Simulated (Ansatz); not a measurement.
# Pb3F: the cost of one run

Method: DFT PBE, scalar-relativistic, plane waves, PAW, in Ansatz 0.2.0.

1 further run of the same task is left out (it didn't finish).

### Step 1. Starting point

It takes space group Pm-3m (No. 221, cubic). The conventional cell has a = 4.654 Å, b = 4.654 Å, c = 4.654 Å, α = 90.00°, β = 90.00°, γ = 90.00°. Pb (site symmetry 4/mmm) has 8 Pb at 3.29 Å and 4 F at 3.29 Å as nearest neighbours. Around F (site symmetry m-3m) lie 12 Pb at 3.29 Å.

As a file:

```xyz
4
Lattice="4.6542 0.0000 0.0000 0.0000 4.6542 0.0000 0.0000 0.0000 4.6542" Properties=species:S:1:pos:R:3 pbc="T T T"
Pb    0.0000    2.3271    2.3271
Pb    2.3271    0.0000    2.3271
Pb    2.3271    2.3271    0.0000
F     0.0000    0.0000    0.0000
```

This is candidate A: Cu3Au (L1_2) type (Pm-3m, No. 221).

(A quick probe on a coarse mesh, which set the mesh and smearing, is not shown.)

### Step 3. Full relaxation (candidate A)

The input, input.yaml:

```yaml
crystal:
  lattice:
    - [4.6542280241, 0.0, 0.0]
    - [0.0, 4.6542280241, 0.0]
    - [0.0, 0.0, 4.6542280241]
  atoms:
    - { symbol: Pb, position: [0.0, 0.5, 0.5] }
    - { symbol: Pb, position: [0.5, 0.0, 0.5] }
    - { symbol: Pb, position: [0.5, 0.5, 0.0] }
    - { symbol: F, position: [0.0, 0.0, 0.0] }
basis:
  ecutwfc: 420
kpoints:
  mp_grid: { grid: [10, 10, 10] }
hamiltonian:
  xc: pbe
scf:
  occupations: { method: gaussian, width: 0.1 }
output:
  forces: true
  stress: true
  eigenvalues: true
relax:
  adjacent_minimum: "off"
  f_tol: 0.01
  max_steps: 80
  cell: { stress_tol: 0.05 }
```

Launch:

```bash
ansatz run input.yaml --threads 1 --pin off --max-ram 2560MiB --backend cpu --events-out ev --progress --plain --runs-dir out
```

Q: Estimate wall time and peak memory on 1 thread of Arm Neoverse V2, shared host.

About 61 s, with a peak of 0.42 GiB.
